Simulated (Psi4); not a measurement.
**SnS (SMILES [S][Sn]) at 3 levels**

Aim: a comparison of 3 runs (B2PLYP/def2-TZVP, wB97M-V/def2-TZVP, MP3/def2-TZVP) of SnS. 

The calculation is run with Psi4 1.11.

3 further runs of the same task are left out: 1 that didn't finish, 2 set aside as unsound or not needed.

## 1. The molecule

SnS: 2 atoms, total charge 0, spin state singlet. As SMILES, `[S][Sn]`. The S1–Sn2 distance was set to 4.860 Å, away from the relaxed value.

## 2. A single-point energy at B2PLYP/def2-TZVP (core potential, density fitting for correlation) (run 1)

run_ase.py reads:

```python
import numpy as np
from ase.calculators.psi4 import Psi4
from ase import Atoms

mol = Atoms(['S', 'Sn'], positions=[
    [0.000000, 0.000000, -2.650874],
    [0.000000, 0.000000, 2.209026],
])
calc = Psi4(atoms=mol, method='b2plyp', basis='def2-TZVP', memory='1600MB', num_threads=1, charge=0, multiplicity=1, label='ssn')
calc.psi4.set_options({'puream': True, 'e_convergence': 1e-09, 'd_convergence': 1e-08, 'scf_type': 'pk', 'dft_radial_points': 99, 'dft_spherical_points': 590, 'num_frozen_docc': 9})
mol.calc = calc

print(f'energy: {mol.get_potential_energy():.6f} eV')
```

Started as:

```sh
$ python run_ase.py
```

ssn.dat:

```text
[...]
    !!!  WARNING: ECP capability is in beta. Please check occupations closely.  !!!
[...]
  Running in c1 symmetry.
[...]
  Nuclear repulsion =   38.328026946200545
[...]
  Multiplicity = 1
[...]
  Nalpha       = 19
  Nbeta        = 19
[...]
    Number of basis functions: 87
[...]
 WARNING: Atomic UHF is not converging! Try casting from a smaller basis or call Rob at CCMST.
   -------------------------
[...]
   @RKS iter   1:  -611.12512224943896   -9.66208e-01   8.49047e-03 ADIIS/DIIS
[...]
   @RKS iter  70:  -611.76979212385368    4.51337e-11   8.16864e-09 DIIS
[...]
    Orbital Energies [Eh]
    ---------------------
    Doubly Occupied:
       1A    -90.119408     2A     -8.318589     3A     -6.163762
       4A     -6.163762     5A     -6.158480     6A     -5.513873
       7A     -3.793699     8A     -3.786602     9A     -3.786602
      10A     -1.241722    11A     -1.239468    12A     -1.239468
      13A     -1.232645    14A     -1.232645    15A     -0.680132
      16A     -0.536234    17A     -0.245516    18A     -0.208177
      19A     -0.208177
[...]
  @RKS Final Energy:  -611.76979212385368
   => Energetics <=
    Nuclear Repulsion Energy =             38.3280269462005450
    One-Electron Energy =               -1001.6595992125010071
    Two-Electron Energy =                 372.4044647949910996
    DFT Exchange-Correlation Energy =     -20.8426846525443246
    Empirical Dispersion Energy =           0.0000000000000000
    VV10 Nonlocal Energy =                  0.0000000000000000
    Total Energy =                       -611.7697921238536765
[...]
 Multipole Moments:
 ------------------------------------------------------------------------------------
     Multipole            Electronic (a.u.)      Nuclear  (a.u.)        Total (a.u.)
 ------------------------------------------------------------------------------------
 L = 1.  Multiply by 2.5417464519 to convert [e a0] to [Debye]
 Dipole X            :          0.0000004            0.0000000            0.0000004
 Dipole Y            :         -0.0000003            0.0000000           -0.0000003
 Dipole Z            :         77.4789197          -73.4743947            4.0045249
 Magnitude           :                                                    4.0045249
[...]
```

The script printed:

```text
energy: -16656.224689 eV
```

Run time: 16 s. Hardware: 1 thread of Intel Xeon 6975P-C (Granite Rapids), shared host; peak memory 0.53 GiB.

## 3. A single-point energy at wB97M-V/def2-TZVP (core potential) (run 2)

run.py reads:

```python
import psi4

psi4.set_memory('1600 MB')
psi4.set_num_threads(1)
psi4.core.set_output_file('ssn.out', False)

m = psi4.geometry("""
0 1
S
Sn 1 4.8599
symmetry c1
no_reorient
no_com
""")

psi4.set_options({
    'puream': True,
    'e_convergence': 1e-09,
    'd_convergence': 1e-08,
    'scf_type': 'pk',
    'dft_radial_points': 99,
    'dft_spherical_points': 590,
})

e_tot = psi4.energy("wb97m-v/def2-TZVP")
print(f'total energy {e_tot:.8f} hartree = {e_tot * 27.211386:.5f} eV')
```

Started as:

```sh
$ python run.py
```

ssn.out:

```text
[...]
    !!!  WARNING: ECP capability is in beta. Please check occupations closely.  !!!
[...]
  Running in c1 symmetry.
[...]
  Nuclear repulsion =   38.328026946200545
[...]
  Multiplicity = 1
[...]
  Nalpha       = 19
  Nbeta        = 19
[...]
    Number of basis functions: 87
[...]
 WARNING: Atomic UHF is not converging! Try casting from a smaller basis or call Rob at CCMST.
   -------------------------
[...]
   @RKS iter   1:  -611.51499618982098   -1.08439e+00   8.66261e-03 DIIS/ADIIS
[...]
   @RKS iter  28:  -612.14778519768993   -1.44382e-10   8.85476e-09 DIIS
[...]
    Orbital Energies [Eh]
    ---------------------
    Doubly Occupied:
       1A    -89.135677     2A     -8.057883     3A     -5.964714
       4A     -5.964714     5A     -5.963771     6A     -5.364560
       7A     -3.694731     8A     -3.693133     9A     -3.693133
      10A     -1.248643    11A     -1.248253    12A     -1.248253
      13A     -1.246979    14A     -1.246979    15A     -0.690909
      16A     -0.602829    17A     -0.257856    18A     -0.241141
      19A     -0.241141
[...]
  @RKS Final Energy:  -612.14778519768993
   => Energetics <=
    Nuclear Repulsion Energy =             38.3280269462005450
    One-Electron Energy =               -1001.5920438063355959
    Two-Electron Energy =                 383.2043644455873732
    DFT Exchange-Correlation Energy =     -32.2427332117562173
    Empirical Dispersion Energy =           0.0000000000000000
    VV10 Nonlocal Energy =                  0.1546004286139482
    Total Energy =                       -612.1477851976898137
[...]
 Multipole Moments:
 ------------------------------------------------------------------------------------
     Multipole            Electronic (a.u.)      Nuclear  (a.u.)        Total (a.u.)
 ------------------------------------------------------------------------------------
 L = 1.  Multiply by 2.5417464519 to convert [e a0] to [Debye]
 Dipole X            :         -0.0000001            0.0000000           -0.0000001
 Dipole Y            :         -0.0000000            0.0000000           -0.0000000
 Dipole Z            :         78.0284984          -73.4743947            4.5541037
 Magnitude           :                                                    4.5541037
[...]
```

On the terminal:

```text
total energy -612.14778520 hartree = -16657.38967 eV
```

Wall time 28 s (1 thread of Intel Xeon 6975P-C (Granite Rapids), shared host); peak memory 0.84 GiB.

## 4. The energy at MP3/def2-TZVP (core potential) (run 3)

input.in reads:

```
memory 1600 mb

molecule {
  0 1
  S
  Sn 1 4.8599
  units angstrom
  symmetry c1
}

set {
  puream          true
  e_convergence   1e-09
  d_convergence   1e-08
  scf_type        pk
  num_frozen_docc 9
  mp_type         conv
}

e = energy("mp3/def2-TZVP")
print_variables()
```

Started as:

```sh
$ psi4 input.in input.out -n 1
```

input.out:

```text
[...]
    !!!  WARNING: ECP capability is in beta. Please check occupations closely.  !!!
[...]
  Running in c1 symmetry.
[...]
  Nuclear repulsion =   38.328026946200545
[...]
  Multiplicity = 1
[...]
  Nalpha       = 19
  Nbeta        = 19
[...]
    Number of basis functions: 87
[...]
 WARNING: Atomic UHF is not converging! Try casting from a smaller basis or call Rob at CCMST.
   -------------------------
[...]
   @RHF iter   1:  -610.09529212748839   -1.35309e+00   6.80580e-03 DIIS/ADIIS
[...]
   @RHF iter  38:  -610.58238080467004    2.93312e-11   3.21642e-09 DIIS
[...]
    Orbital Energies [Eh]
    ---------------------
    Doubly Occupied:
       1A    -91.918290     2A     -8.915588     3A     -6.595099
       4A     -6.595099     5A     -6.593602     6A     -5.981960
       7A     -4.171229     8A     -4.165471     9A     -4.165471
      10A     -1.435407    11A     -1.433207    12A     -1.433207
      13A     -1.426624    14A     -1.426624    15A     -0.790943
      16A     -0.600348    17A     -0.307596    18A     -0.221879
      19A     -0.221879
[...]
  @RHF Final Energy:  -610.58238080467004
   => Energetics <=
    Nuclear Repulsion Energy =             38.3280269462005450
    One-Electron Energy =               -1001.0217693382264770
    Two-Electron Energy =                 352.1113615873558160
    Total Energy =                       -610.5823808046700378
[...]
 Multipole Moments:
 ------------------------------------------------------------------------------------
     Multipole            Electronic (a.u.)      Nuclear  (a.u.)        Total (a.u.)
 ------------------------------------------------------------------------------------
 L = 1.  Multiply by 2.5417464519 to convert [e a0] to [Debye]
 Dipole X            :          0.0000001            0.0000000            0.0000001
 Dipole Y            :         -0.0000001            0.0000000           -0.0000001
 Dipole Z            :         78.0982685          -73.4743947            4.6238738
 Magnitude           :                                                    4.6238738
[...]
	SCS-MP2 Total Energy (a.u.)        :  -611.31480865975982
	SOS-MP2 Total Energy (a.u.)        :  -611.29450656987046
[...]
	SOS-PI-MP2 Total Energy (a.u.)     :  -611.34928547488585
[...]
	MP2 Total Energy (a.u.)            :  -611.35541283953830
[...]
	SCS-MP3 Total Energy (a.u.)        :  -611.19530845472946
[...]
	MP3 Total Energy (a.u.)            :  -610.87741201941662
[...]
```

It took 7.2 s on 1 thread of Intel Xeon 6975P-C (Granite Rapids), shared host; peak memory 0.55 GiB.

## 5. All runs side by side

| run | level | fitting correlation | frozen core orbitals | energy (Eh) | HOMO energy (eV) | LUMO energy (eV) | HOMO–LUMO gap (eV) | wall time |
| --- | --- | --- | --- | --- | --- | --- | --- | --- |
| 1 | B2PLYP/def2-TZVP (core potential, density fitting for correlation) | density fitting | 9 | -612.104972 | -5.66 | -4.06 | 1.61 | 16 s |
| 2 | wB97M-V/def2-TZVP (core potential) | – | 0 | -612.147785 | -6.56 | -3.60 | 2.97 | 28 s |
| 3 | MP3/def2-TZVP (core potential) | none | 9 | -610.877412 | -6.04 | -3.06 | 2.98 | 7.2 s |

## 6. Summary of results

| quantity | value |
| --- | --- |
| run 3: total energy | -610.87741 Eh |
| run 3: HOMO energy (Hartree–Fock orbitals) | -6.04 eV |
| run 3: LUMO energy (Hartree–Fock orbitals) | -3.06 eV |
| run 3: HOMO–LUMO gap (Hartree–Fock orbitals) | 2.98 eV |
| run 3: correlation energy (9 core orbitals frozen) | -295.0 mEh |

Totals of different functionals can't be ranked against each other. In runs 1, 2, 3 a closed-shell determinant meets a far-stretched bond, which it describes badly. All runs together took 51 s, the longest 28 s.
